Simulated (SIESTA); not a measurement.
Set up this calculation in SIESTA 5.4.2, as the native input.

* Task: band structure
* Functional: PBEsol
* Potentials or basis: PseudoDojo 0.4 standard (PBEsol files)
* Basis: DZP (energy shift 0.003 Ry; two zetas on semicore shells)
* Grid cutoff: 800 Ry
* Energy shift: 0.003 Ry
* k mesh: 6 × 6 × 6
* Occupations: fermi-dirac, width 0.05 eV
* Spin: no spin polarisation

GaSb3:

```xyz
4
Lattice="0.0000 3.7306 3.8798 3.7306 0.0000 3.8798 3.7306 3.7306 0.0000" Properties=species:S:1:pos:R:3 pbc="T T T"
Sb    3.7306    3.7306    3.8798
Sb    5.5959    5.5959    5.8197
Sb    1.8653    1.8653    1.9399
Ga    0.0000    0.0000    0.0000
```

The cell comes from a database or a generator and needn't be the stable form of this composition.

The cell isn't the ideal one: cell strained along z.

These files were run (other wordings do the same):

GaSb3.fdf

```
SystemName                      GaSb3
SystemLabel                     GaSb3
NumberOfSpecies                 2
NumberOfAtoms                   4
%block ChemicalSpeciesLabel
  1  51 Sb
  2  31 Ga
%endblock ChemicalSpeciesLabel

LatticeConstant                 1.0 Ang
%block LatticeVectors
     0.0000000000     3.7305950000     3.8798188000
     3.7305950000     0.0000000000     3.8798188000
     3.7305950000     3.7305950000     0.0000000000
%endblock LatticeVectors
AtomicCoordinatesFormat         Fractional
%block AtomicCoordinatesAndAtomicSpecies
     0.5000000000     0.5000000000     0.5000000000  1  Sb
     0.7500000000     0.7500000000     0.7500000000  1  Sb
     0.2500000000     0.2500000000     0.2500000000  1  Sb
     0.0000000000     0.0000000000     0.0000000000  2  Ga
%endblock AtomicCoordinatesAndAtomicSpecies

%block kgrid.MonkhorstPack
    6   0   0  0.0
    0   6   0  0.0
    0   0   6  0.0
%endblock kgrid.MonkhorstPack
XC.Functional                   GGA
XC.Authors                      PBEsol
PAO.BasisSize                   DZP
PAO.EnergyShift                 0.003 Ry
Mesh.Cutoff                     800 Ry
OccupationFunction              FD
ElectronicTemperature           0.05 eV
MaxSCFIterations                120
SCF.MustConverge                false
SCF.Mixer.Method                Pulay
SCF.Mixer.Weight                0.25
SCF.Mixer.History               8
SCF.DM.Tolerance                5.0e-05
SCF.H.Tolerance                 1.0e-03 eV
WriteForces                     true
Charge.Mulliken                 end
BandLinesScale                  ReciprocalLatticeVectors
%block BandLines
    1    0.000000   0.000000   0.000000  \Gamma
   11   -0.500000   0.000000  -0.500000  X
    5   -0.500000  -0.231139  -0.731139  Y
    4   -0.365570  -0.365570  -0.731139  S
   12    0.000000   0.000000   0.000000  \Gamma
   11    0.500000   0.500000   0.000000  Z
    4    0.365570   0.365570  -0.268861  S1
    6    0.000000   0.000000  -0.500000  N
    8   -0.250000   0.250000  -0.500000  P
    7    0.231139   0.500000  -0.268861  Y1
    6    0.500000   0.500000   0.000000  Z
    1   -0.500000   0.000000  -0.500000  X
    5   -0.250000   0.250000  -0.500000  P
%endblock BandLines
%block PAO.Basis
  Sb 4
  n=5 0 2
    5.972 0.000
  n=5 1 2
    7.842 0.000
  n=4 2 2
    3.490 0.000
  n=5 2 1
    7.842
  Ga 4
  n=4 0 2
    6.562 0.000
  n=4 1 2
    9.354 0.000
  n=3 2 2
    3.582 0.000
  n=4 2 1
    9.354
%endblock PAO.Basis
```

Potentials or basis: PseudoDojo 0.4 standard (PBEsol files), DZP (energy shift 0.003 Ry; two zetas on semicore shells).

Run with:

```console
$ siesta < GaSb3.fdf > GaSb3.out 2>&1
```

Results of the run:

| Item | Value |
| --- | --- |
| Pressure | -3.9 GPa |
| Band gap on the k mesh | none (metal or under the smearing width) |

Caveat: spin-orbit coupling is left out, which moves the levels of the heavy elements; the basis of atomic orbitals isn't converged, which shifts pressures, moduli and gaps.

Wall time 88 s on 1 thread of Intel(R) Xeon(R) 6975P-C (Granite Rapids), with other jobs on the host, peak memory 0.6 GiB.
